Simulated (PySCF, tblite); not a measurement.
# C₅H₄FN: protonation, NMR shifts, electronic excitations, part 2 of 2

tblite 0.8.0 and PySCF 2.14.0. Atoms count from 0. Earlier steps stand in the parts before.

### Step 13. Single point (C5H5FN+): wB97X-D3(BJ)/def2-TZVP in benzonitrile

Geometry: PBE0-D3(BJ)/def2-SVP.

What the job is given:

```
{"job": {"kind": "sp", "xc": "wB97X", "basis": "def2-TZVP", "d3": "d3bj", "grid": 2, "solvent": "benzonitrile"}, "charge": 1, "multiplicity": 1}
F      2.543246    -0.932581    -0.078678
C      1.329966    -0.489106    -0.082166
C      1.006019     0.853849    -0.010483
C     -0.342241     1.194482    -0.023853
C     -1.330290     0.202768    -0.106802
C     -0.945469    -1.117326    -0.174863
N      0.371649    -1.424790    -0.159853
H      1.807611     1.591811     0.053279
H     -0.629635     2.247621     0.031094
H     -2.390982     0.456865    -0.119192
H     -1.641017    -1.955695    -0.242056
H      0.669641    -2.401955    -0.210635
```

The log of the run:

```text
final grid: 105496 points
cycle   1  E = -348.2173448411  dE = -8.800e-04  |g| = 2.394e-02  |ddm| = 2.129e-01
cycle   2  E = -348.2173950790  dE = -5.024e-05  |g| = 2.278e-02  |ddm| = 4.647e-02
cycle   3  E = -348.2174908160  dE = -9.574e-05  |g| = 3.004e-03  |ddm| = 1.477e-02
cycle   4  E = -348.2174949883  dE = -4.172e-06  |g| = 1.196e-03  |ddm| = 8.188e-03
cycle   5  E = -348.2174955699  dE = -5.816e-07  |g| = 4.378e-04  |ddm| = 1.858e-03
cycle   6  E = -348.2174956742  dE = -1.043e-07  |g| = 1.818e-04  |ddm| = 7.279e-04
cycle   7  E = -348.2174957062  dE = -3.199e-08  |g| = 8.035e-05  |ddm| = 4.438e-04
cycle   8  E = -348.2174957114  dE = -5.248e-09  |g| = 2.443e-05  |ddm| = 1.664e-04
converged SCF energy = -348.2174957114
```

Wall time 17 s (1 thread of Intel Xeon Platinum 8488C, shared host); peak memory 1.4 GiB.

### Step 14. Protonation: wB97X-D3(BJ)/def2-TZVP

This step combines the energies above: geometries from PBE0-D3(BJ)/def2-SVP, zero-point and thermal terms from PBE0-D3(BJ)/def2-SVP.

What the job is given:

```
{"job": {"kind": "pa", "geom": {"xc": "PBE0", "basis": "def2-SVP", "d3": "d3bj", "grid": 1}, "hess": 1, "level": {"xc": "wB97X", "basis": "def2-TZVP", "d3": "d3bj", "solvents": ["benzonitrile"]}}, "charge": 0, "multiplicity": 1}
F      2.509973    -1.094054     0.004749
C      1.262661    -0.645669    -0.001182
C      1.054797     0.734285     0.015979
C     -0.263989     1.169793     0.009522
C     -1.292690     0.225517    -0.013235
C     -0.944690    -1.121734    -0.028587
N      0.318044    -1.549792    -0.022327
H      1.903779     1.418638     0.033651
H     -0.487851     2.239012     0.022464
H     -2.341178     0.527296    -0.019055
H     -1.718523    -1.896807    -0.046953
```

Output (the driver's rows laid out field by field):

```text
protonation site by site, wB97X-D3(BJ)/def2-TZVP // PBE0-D3(BJ)/def2-SVP

row 1
  formula                 C5H5FN
  charge                  1
  multiplicity            1
  smiles                  Fc1cccc[nH+]1
  kept                    yes
  pieces                  1
  point_group             Cs
  atom                    6
  element                 N
  electronic              928.29
  enthalpy                898.22
  free_energy             866.3
  solution                benzonitrile 1086.65
  share_gas               1.0
  share_solution          benzonitrile 1.0
```

Run time: 10 min. Hardware: 1 thread of Intel Xeon Platinum 8488C, shared host; peak memory 1.4 GiB.

Energy given off on adding a proton (kJ/mol, gas phase, 298 K for the thermal columns):

```csv
site,product,electronic,enthalpy,free energy
N6,Fc1cccc[nH+]1,928.3,898.2,866.3
```

Free energies in a continuum (kJ/mol, same sign; the bare proton is left unsolvated, so these are no solution acidities or basicities): benzonitrile: N6 1086.7.

### Step 15. NMR shifts: GIAO PBE0/pcSseg-1

The job, as its differences from that of step 14:

```diff
@@ -1,2 +1,2 @@
-{"job": {"kind": "pa", "geom": {"xc": "PBE0", "basis": "def2-SVP", "d3": "d3bj", "grid": 1}, "hess": 1, "level": {"xc": "wB97X", "basis": "def2-TZVP", "d3": "d3bj", "solvents": ["benzonitrile"]}}, "charge": 0, "multiplicity": 1}
+{"job": {"kind": "nmr", "xc": "PBE0", "basis": "pcSseg-1", "pop": false}, "charge": 0, "multiplicity": 1}
 F      2.509973    -1.094054     0.004749
```

Level: GIAO PBE0/pcSseg-1 NMR shielding, non-relativistic, gas phase.

The log of the run:

```text
coarse grid: 10064 points
cycle   1  E = -347.0095385552  dE =  1.279e+00  |g| = 5.191e-01  |ddm| = 3.198e+00
cycle   2  E = -346.9741982320  dE =  3.534e-02  |g| = 7.050e-01  |ddm| = 8.212e-01
cycle   3  E = -347.0614334536  dE = -8.724e-02  |g| = 6.522e-02  |ddm| = 4.561e-01
cycle   4  E = -347.0621223306  dE = -6.889e-04  |g| = 4.154e-02  |ddm| = 9.726e-02
cycle   5  E = -347.0625659102  dE = -4.436e-04  |g| = 9.714e-03  |ddm| = 4.111e-02
cycle   6  E = -347.0625884187  dE = -2.251e-05  |g| = 2.771e-03  |ddm| = 1.060e-02
cycle   7  E = -347.0625902121  dE = -1.793e-06  |g| = 6.301e-04  |ddm| = 2.400e-03
final grid: 100128 points
cycle   8  E = -347.1070619023  dE = -2.714e-05  |g| = 6.390e-03  |ddm| = 2.898e-02
cycle   9  E = -347.1070566621  dE =  5.240e-06  |g| = 8.547e-03  |ddm| = 1.272e-02
cycle  10  E = -347.1070714583  dE = -1.480e-05  |g| = 1.305e-03  |ddm| = 7.088e-03
cycle  11  E = -347.1070717776  dE = -3.193e-07  |g| = 2.662e-04  |ddm| = 1.125e-03
cycle  12  E = -347.1070717894  dE = -1.178e-08  |g| = 1.507e-04  |ddm| = 3.398e-04
cycle  13  E = -347.1070717946  dE = -5.201e-09  |g| = 2.237e-05  |ddm| = 1.545e-04
cycle  14  E = -347.1070717947  dE = -1.170e-10  |g| = 6.170e-06  |ddm| = 2.156e-05
converged SCF energy = -347.1070717947

GIAO shielding tensors (ppm)
atom      isotropic    diamagn.    paramagn.     s11        s22        s33       span
  0 F      240.347     472.827    -232.480    135.092    292.734    293.214    158.122
  1 C       13.882     249.106    -235.223    -80.138     43.058     78.727    158.865
  2 C       70.414     257.604    -187.190    -15.979     59.546    167.675    183.654
  3 C       38.608     253.429    -214.822    -74.574     14.935    175.462    250.036
  4 C       59.149     257.093    -197.944    -52.974     53.363    177.059    230.033
  5 C       29.828     250.425    -220.597    -73.940     21.454    141.970    215.910
  6 N      -49.816     333.219    -383.036   -301.759   -105.980    258.290    560.049
  7 H       24.429      30.169      -5.740     20.788     25.067     27.431      6.644
  8 H       23.471      30.368      -6.898     20.508     23.444     26.461      5.953
  9 H       24.186      30.835      -6.648     21.830     23.930     26.799      4.969
 10 H       22.849      28.920      -6.071     18.673     23.641     26.232      7.559
```

Wall time 11 s (1 thread of Intel Xeon Platinum 8488C, shared host); peak memory 0.96 GiB.

The references, computed at this level on geometries of the same kind, shield at (ppm): ¹H TMS 31.27, ¹³C TMS 184.4, ¹⁹F CFCl3 177.2, ¹⁵N NH3 265.7. Their shielding less the atom's gives the shift. The references are single molecules in the gas phase, so shifts against H2O, NH3, PH3, H3PO4 or CFCl3 are not on the usual liquid scales and can be off by tens of ppm.

```csv
atoms,environment,σ (ppm),δ (ppm),δ scaled to CDCl3
C1,aromatic carbon bearing fluorine,13.9,170.5,165.1
C5,aromatic CH next to a ring nitrogen,29.8,154.6,149.6
C3,aromatic CH,38.6,145.8,141.1
C4,aromatic CH,59.1,125.3,121.1
C2,aromatic CH,70.4,114.0,110.2
H10,hydrogen on an aromatic CH next to a ring nitrogen,22.85,8.42,8.19
H8,hydrogen on an aromatic CH,23.47,7.80,7.60
H9,hydrogen on an aromatic CH,24.19,7.08,6.93
H7,hydrogen on an aromatic CH,24.43,6.84,6.70
F0,aryl fluorine,240.3,-63.1,–
N6,pyridine-type ring nitrogen,-49.8,315.5,–
```

The scaled column applies a straight-line fit of computed shieldings to shifts measured in CDCl3, and one for carbons that bear F (root-mean-square error 0.21 ppm for H, 2.0 ppm for C).

Ring of atoms C1, C2, C3, C4, C5, N6: NICS(0) -8.9, NICS(1) -11.1, NICS(1)zz -27.6 ppm (means of both faces).

### Step 16. Electronic excitations: TDDFT B3LYP/def2-SVPD

The job, as its differences from that of step 15:

```diff
@@ -1,2 +1,2 @@
-{"job": {"kind": "nmr", "xc": "PBE0", "basis": "pcSseg-1", "pop": false}, "charge": 0, "multiplicity": 1}
+{"job": {"kind": "uv", "xc": "B3LYP", "basis": "def2-SVPD", "nstates": 6, "ntriplets": 0}, "charge": 0, "multiplicity": 1}
 F      2.509973    -1.094054     0.004749
```

Level: TDDFT B3LYP/def2-SVPD, vertical, gas phase, core orbitals frozen in the response.

The log of the run:

```text
coarse grid: 10064 points
cycle   1  E = -347.1817183141  dE =  1.167e+00  |g| = 5.266e-01  |ddm| = 7.458e+00
cycle   2  E = -347.1274125642  dE =  5.431e-02  |g| = 7.627e-01  |ddm| = 2.857e+00
cycle   3  E = -347.2380046211  dE = -1.106e-01  |g| = 7.495e-02  |ddm| = 1.666e+00
cycle   4  E = -347.2389829407  dE = -9.783e-04  |g| = 4.558e-02  |ddm| = 2.336e-01
cycle   5  E = -347.2395255784  dE = -5.426e-04  |g| = 1.152e-02  |ddm| = 1.186e-01
cycle   6  E = -347.2395589327  dE = -3.335e-05  |g| = 3.617e-03  |ddm| = 2.996e-02
cycle   7  E = -347.2395619832  dE = -3.050e-06  |g| = 1.041e-03  |ddm| = 8.363e-03
final grid: 100128 points
cycle   8  E = -347.2946327396  dE = -3.377e-05  |g| = 5.214e-03  |ddm| = 1.955e-01
cycle   9  E = -347.2946237332  dE =  9.006e-06  |g| = 8.548e-03  |ddm| = 2.941e-02
cycle  10  E = -347.2946387460  dE = -1.501e-05  |g| = 1.047e-03  |ddm| = 1.954e-02
cycle  11  E = -347.2946390014  dE = -2.554e-07  |g| = 2.499e-04  |ddm| = 3.474e-03
cycle  12  E = -347.2946390138  dE = -1.238e-08  |g| = 1.310e-04  |ddm| = 1.102e-03
cycle  13  E = -347.2946390177  dE = -3.901e-09  |g| = 1.390e-05  |ddm| = 3.059e-04
cycle  14  E = -347.2946390177  dE = -4.138e-11  |g| = 5.713e-06  |ddm| = 6.116e-05
converged SCF energy = -347.2946390177

Static polarisability (au): isotropic 62.724, principal 38.554 71.446 78.171

Singlet excitations
state   eV       nm        f      main configurations
  1   5.1903    238.9   0.00328   H-1->L 0.99
  2   5.4212    228.7   0.05607   H->L 0.80, H-2->L+1 0.16
  3   5.6714    218.6   0.00019   H-1->L+1 0.99
  4   6.3066    196.6   0.03637   H->L+1 0.68, H-2->L 0.28
  5   7.0506    175.8   0.00260   H->L+2 0.99
  6   7.3357    169.0   0.44089   H-2->L 0.58, H->L+1 0.25
```

Run time: 15 s. Hardware: 1 thread of Intel Xeon Platinum 8488C, shared host; peak memory 0.96 GiB.

The orbitals next to the gap, with their largest atomic shares:

```csv
orbital,eV,atoms
HOMO−3,-10.84,"F0 22 %, C4 13 %, N6 12 %"
HOMO−2,-8.51,"C3 28 %, N6 25 %, C2 17 %"
HOMO−1,-7.89,"N6 59 %, C5 11 %, C1 10 %"
HOMO,-7.49,"C4 22 %, C2 18 %, C5 18 %"
LUMO,-1.37,"C3 24 %, N6 20 %, C5 17 %"
LUMO+1,-0.82,"C4 22 %, C1 21 %, C5 14 %"
LUMO+2,0.50,"C3 19 %, H8 16 %, C4 16 %"
```

With each of the 6 states as a Gaussian band of 0.4 eV half-width at 1/e, the curve within the window shown has maxima at 229 nm (ε 2,400), 196 nm (ε 1,500), 169 nm (ε 18,000) L/(mol cm). Beyond the last state computed it falls off for lack of states. The curve at chosen wavelengths:

nm, ε (L/mol/cm) and a bar:
```
      162      10184 ##################
      166      16441 #############################
      171      16841 ##############################
      175      11615 #####################
      179       6056 ###########
      183       2737 #####
      188       1456 ###
      192       1446 ##
      196       1518 ###
      201       1363 ##
      205       1153 ##
      209       1068 ##
      213       1215 ##
      218       1667 ###
      222       2068 ####
      226       2332 ####
      230       2366 ####
      235       2091 ####
      239       1711 ###
      243       1291 ##
      248        822 #
      252        533 #
      256        328 
      260        192 
      265         93 
      269         50
```

Further results of this job:

```csv
property,computed
dipole moment (D),3.30
polarisability (Å³),9.29
HOMO–LUMO gap (eV),6.12
−ε(HOMO) (eV),7.49
```

### Step 17. NMR shifts (C5H5FN+): GIAO PBE0/pcSseg-1

What the job is given:

```
{"job": {"kind": "nmr", "xc": "PBE0", "basis": "pcSseg-1", "pop": false}, "charge": 1, "multiplicity": 1}
F      2.543246    -0.932581    -0.078678
C      1.329966    -0.489106    -0.082166
C      1.006019     0.853849    -0.010483
C     -0.342241     1.194482    -0.023853
C     -1.330290     0.202768    -0.106802
C     -0.945469    -1.117326    -0.174863
N      0.371649    -1.424790    -0.159853
H      1.807611     1.591811     0.053279
H     -0.629635     2.247621     0.031094
H     -2.390982     0.456865    -0.119192
H     -1.641017    -1.955695    -0.242056
H      0.669641    -2.401955    -0.210635
```

With the program's defaults for keys left out, this is: GIAO PBE0/pcSseg-1 NMR shielding, non-relativistic, gas phase.

The log of the run:

```text
coarse grid: 10680 points
cycle   1  E = -347.3400426449  dE =  1.660e+00  |g| = 5.641e-01  |ddm| = 3.267e+00
cycle   2  E = -347.2212387670  dE =  1.188e-01  |g| = 9.430e-01  |ddm| = 1.053e+00
cycle   3  E = -347.4111817603  dE = -1.899e-01  |g| = 8.436e-02  |ddm| = 6.688e-01
cycle   4  E = -347.4120792270  dE = -8.975e-04  |g| = 5.615e-02  |ddm| = 9.654e-02
cycle   5  E = -347.4128007513  dE = -7.215e-04  |g| = 7.611e-03  |ddm| = 4.466e-02
cycle   6  E = -347.4128090254  dE = -8.274e-06  |g| = 4.042e-03  |ddm| = 8.559e-03
cycle   7  E = -347.4128129018  dE = -3.876e-06  |g| = 4.080e-04  |ddm| = 3.087e-03
final grid: 105496 points
cycle   8  E = -347.4558130913  dE = -3.044e-05  |g| = 5.902e-03  |ddm| = 2.983e-02
cycle   9  E = -347.4558112811  dE =  1.810e-06  |g| = 6.935e-03  |ddm| = 9.602e-03
cycle  10  E = -347.4558215163  dE = -1.024e-05  |g| = 1.255e-03  |ddm| = 5.047e-03
cycle  11  E = -347.4558217764  dE = -2.601e-07  |g| = 1.929e-04  |ddm| = 9.465e-04
cycle  12  E = -347.4558217814  dE = -4.919e-09  |g| = 8.175e-05  |ddm| = 1.658e-04
cycle  13  E = -347.4558217829  dE = -1.501e-09  |g| = 3.564e-05  |ddm| = 9.683e-05
cycle  14  E = -347.4558217832  dE = -3.392e-10  |g| = 5.447e-06  |ddm| = 3.011e-05
converged SCF energy = -347.4558217832

GIAO shielding tensors (ppm)
atom      isotropic    diamagn.    paramagn.     s11        s22        s33       span
  0 F      241.146     469.262    -228.116    147.553    234.559    341.326    193.774
  1 C       18.899     249.484    -230.585    -60.780     24.998     92.480    153.260
  2 C       62.733     257.235    -194.502    -20.260     36.393    172.066    192.326
  3 C       20.122     253.003    -232.881    -96.982    -22.322    179.669    276.651
  4 C       52.609     255.668    -203.059    -54.093     28.810    183.109    237.202
  5 C       39.962     251.672    -211.710    -57.226     24.545    152.567    209.794
  6 N       67.278     332.930    -265.652    -53.248     61.447    193.634    246.882
  7 H       23.117      28.017      -4.900     19.274     24.002     26.075      6.801
  8 H       22.038      28.497      -6.460     19.119     21.527     25.467      6.348
  9 H       22.974      28.577      -5.603     19.875     23.586     25.461      5.586
 10 H       22.840      27.415      -4.575     18.378     24.460     25.683      7.304
 11 H       21.260      28.303      -7.043     14.869     23.250     25.662     10.793
```

It took 12 s on 1 thread of Intel Xeon Platinum 8488C, shared host; peak memory 0.96 GiB.

The references, computed at this level on geometries of the same kind, shield at (ppm): ¹H TMS 31.27, ¹³C TMS 184.4, ¹⁹F CFCl3 177.2, ¹⁵N NH3 265.7. Their shielding less the atom's gives the shift. The references are single molecules in the gas phase, so shifts against H2O, NH3, PH3, H3PO4 or CFCl3 are not on the usual liquid scales and can be off by tens of ppm.

```csv
atoms,environment,σ (ppm),δ (ppm)
C1,aromatic carbon bearing fluorine,18.9,165.5
C3,aromatic CH,20.1,164.3
C5,aromatic CH next to a ring nitrogen,40.0,144.4
C4,aromatic CH,52.6,131.8
C2,aromatic CH,62.7,121.7
H11,hydrogen on a cationic ring nitrogen,21.26,10.01
H8,hydrogen on an aromatic CH,22.04,9.23
H10,hydrogen on an aromatic CH next to a ring nitrogen,22.84,8.43
H9,hydrogen on an aromatic CH,22.97,8.29
H7,hydrogen on an aromatic CH,23.12,8.15
F0,aryl fluorine,241.1,-63.9
N6,cationic ring nitrogen,67.3,198.4
```

Ring of atoms C1, C2, C3, C4, C5, N6: NICS(0) -8.9, NICS(1) -10.2, NICS(1)zz -25.3 ppm (means of both faces).

### Step 18. Electronic excitations (C₅H₅FN+): TDDFT B3LYP/def2-SVPD

The job, as its differences from that of step 17:

```diff
@@ -1,2 +1,2 @@
-{"job": {"kind": "nmr", "xc": "PBE0", "basis": "pcSseg-1", "pop": false}, "charge": 1, "multiplicity": 1}
+{"job": {"kind": "uv", "xc": "B3LYP", "basis": "def2-SVPD", "nstates": 6, "ntriplets": 0}, "charge": 1, "multiplicity": 1}
 F      2.543246    -0.932581    -0.078678
```

Method: TDDFT B3LYP/def2-SVPD, vertical, gas phase, core orbitals frozen in the response.

The log of the run:

```text
coarse grid: 10680 points
cycle   1  E = -347.5194758688  dE =  1.535e+00  |g| = 5.563e-01  |ddm| = 8.645e+00
cycle   2  E = -347.3671584381  dE =  1.523e-01  |g| = 9.922e-01  |ddm| = 2.610e+00
cycle   3  E = -347.5898551289  dE = -2.227e-01  |g| = 1.014e-01  |ddm| = 1.663e+00
cycle   4  E = -347.5913756832  dE = -1.521e-03  |g| = 6.151e-02  |ddm| = 2.618e-01
cycle   5  E = -347.5922575637  dE = -8.819e-04  |g| = 8.961e-03  |ddm| = 1.196e-01
cycle   6  E = -347.5922696097  dE = -1.205e-05  |g| = 5.148e-03  |ddm| = 2.553e-02
cycle   7  E = -347.5922763492  dE = -6.739e-06  |g| = 5.694e-04  |ddm| = 8.848e-03
final grid: 105496 points
cycle   8  E = -347.6458730709  dE = -4.104e-05  |g| = 4.235e-03  |ddm| = 2.010e-01
cycle   9  E = -347.6458702133  dE =  2.858e-06  |g| = 5.769e-03  |ddm| = 2.227e-02
cycle  10  E = -347.6458773877  dE = -7.174e-06  |g| = 9.154e-04  |ddm| = 9.502e-03
cycle  11  E = -347.6458775490  dE = -1.612e-07  |g| = 1.894e-04  |ddm| = 1.780e-03
cycle  12  E = -347.6458775536  dE = -4.584e-09  |g| = 1.163e-04  |ddm| = 6.019e-04
cycle  13  E = -347.6458775572  dE = -3.683e-09  |g| = 2.539e-05  |ddm| = 2.938e-04
cycle  14  E = -347.6458775574  dE = -1.481e-10  |g| = 7.520e-06  |ddm| = 6.163e-05
converged SCF energy = -347.6458775574

Static polarisability (au): isotropic 57.938, principal 33.974 67.617 72.224

Singlet excitations
state   eV       nm        f      main configurations
  1   5.3129    233.4   0.11194   H->L 0.90, H-1->L+1 0.08
  2   6.2567    198.2   0.00043   H-1->L 0.50, H->L+1 0.49
  3   7.1186    174.2   0.00220   H-2->L 0.99
  4   7.3895    167.8   0.52796   H->L+1 0.48, H-1->L 0.47
  5   7.6004    163.1   0.00001   H-3->L 0.99
  6   7.6568    161.9   0.32830   H-1->L+1 0.87
```

Run time: 18 s. Hardware: 1 thread of Intel Xeon Platinum 8488C, shared host; peak memory 0.96 GiB.

Frontier orbitals and where they lie:

```csv
orbital,eV,atoms
HOMO−3,-16.42,"C4 28 %, H9 17 %, C3 17 %"
HOMO−2,-15.93,"C3 22 %, H8 13 %, C2 12 %"
HOMO−1,-14.33,"C3 31 %, C2 21 %, N6 17 %"
HOMO,-13.15,"C5 21 %, C4 20 %, C2 17 %"
LUMO,-7.43,"C3 26 %, N6 18 %, C5 18 %"
LUMO+1,-6.31,"C4 22 %, C1 19 %, C2 18 %"
LUMO+2,-4.31,"H11 33 %, N6 16 %, C5 15 %"
```

With each of the 6 states as a Gaussian band of 0.4 eV half-width at 1/e, the curve within the window shown has maxima at 234 nm (ε 4,500), 166 nm (ε 31,000) L/(mol cm). Beyond the last state computed it falls off for lack of states. The curve at chosen wavelengths:

(nm, ε (L/mol/cm)): (156, 10436), (160, 21645), (165, 31050), (169, 28383), (173, 19183), (177, 9836), (182, 3014), (186, 921), (190, 241), (195, 54), (199, 45), (203, 99), (207, 259), (212, 737), (216, 1416), (220, 2322), (224, 3290), (229, 4228), (233, 4528), (237, 4365), (242, 3653), (246, 2881), (250, 2108), (254, 1441), (259, 822), (263, 494)

Ground-state properties from the same run:

```csv
property,computed
polarisability (Å³),8.59
HOMO–LUMO gap (eV),5.73
−ε(HOMO) (eV),13.15
```

### Step 19. Spectra of the species

What the job is given:

```
{"job": {"kind": "pa", "geom": {"xc": "PBE0", "basis": "def2-SVP", "d3": "d3bj", "grid": 1}, "hess": 1, "level": {"xc": "wB97X", "basis": "def2-TZVP", "d3": "d3bj", "solvents": ["benzonitrile"]}, "spectra": true}, "charge": 0, "multiplicity": 1}
F      2.509973    -1.094054     0.004749
C      1.262661    -0.645669    -0.001182
C      1.054797     0.734285     0.015979
C     -0.263989     1.169793     0.009522
C     -1.292690     0.225517    -0.013235
C     -0.944690    -1.121734    -0.028587
N      0.318044    -1.549792    -0.022327
H      1.903779     1.418638     0.033651
H     -0.487851     2.239012     0.022464
H     -2.341178     0.527296    -0.019055
H     -1.718523    -1.896807    -0.046953
```

The log of the run:

```text
nmr Fc1ccccn1 +0: GIAO PBE0/pcSseg-1 NMR shielding, non-relativistic, gas phase
uv Fc1ccccn1 +0: TDDFT B3LYP/def2-SVPD, vertical, gas phase, core orbitals frozen in the response
nmr Fc1cccc[nH+]1 +1: GIAO PBE0/pcSseg-1 NMR shielding, non-relativistic, gas phase
uv Fc1cccc[nH+]1 +1: TDDFT B3LYP/def2-SVPD, vertical, gas phase, core orbitals frozen in the response
```

It took 56 s on 1 thread of Intel Xeon Platinum 8488C, shared host; peak memory 0.96 GiB.

This step only lists the spectra that were run on the species above.

### Step 20. Results

The summary covers parts 1 to 2.

| quantity | value |
| --- | --- |
| strongest single infrared mode (GFN2-xTB) | 1588 cm⁻¹, 96 km/mol |
| zero-point energy (GFN2-xTB) | 48.8 kcal/mol |
| point group | Cs |
| rotational constants (main isotopes) | 5.91, 2.71, 1.86 GHz |
| proton affinity (−ΔH), N6 (wB97X-D3(BJ)/def2-TZVP) | 898.2 kJ/mol |
| ¹³C shifts against TMS (PBE0/pcSseg-1) | 170.5, 154.6, 145.8, 125.3, 114.0 ppm |
| ¹H shifts against TMS (PBE0/pcSseg-1) | 8.42, 7.80, 7.08, 6.84 ppm |
| ¹⁹F shifts against CFCl3 (PBE0/pcSseg-1) | -63.1 ppm |
| ¹⁵N shifts against NH3 (PBE0/pcSseg-1) | 315.5 ppm |
| lowest singlet (B3LYP/def2-SVPD) | 5.19 eV (239 nm), f = 0.003 |
| brightest single state of those computed | state 6, 7.34 eV, f = 0.441 |

In words: No mode is imaginary among the 27: a minimum at this level. The strongest single mode, at 1588 cm⁻¹, has its largest shares on C1, C4, C5 and C2 (the list is cut at 4 atoms). Unscaled tight-binding wavenumbers are off by several per cent, some by more. Its intensities can rank the bands wrongly. Over 5 steps the energy fell by 0.029 eV; of the close pairs, F0–C1 changed most, 1.340 to 1.325 Å (PBE0/def2-SVP). The proton affinity (−ΔH) at N6 is 898.2 kJ/mol at wB97X-D3(BJ)/def2-TZVP; zero-point and thermal terms move it by -30.1 kJ/mol from the electronic value. At PBE0/pcSseg-1: The widest tensor belongs to N6: span 560 ppm, with a paramagnetic part of -383 ppm. NICS(1)zz of -28 ppm above the planar ring from C1 marks a diatropic (aromatic) ring current. The lowest singlet, at 5.19 eV, is HOMO−1→LUMO 0.99 and is weak; of the 6 states computed, the strongest absorption comes from state 6 at 7.34 eV (the last computed, so partners may be missing).
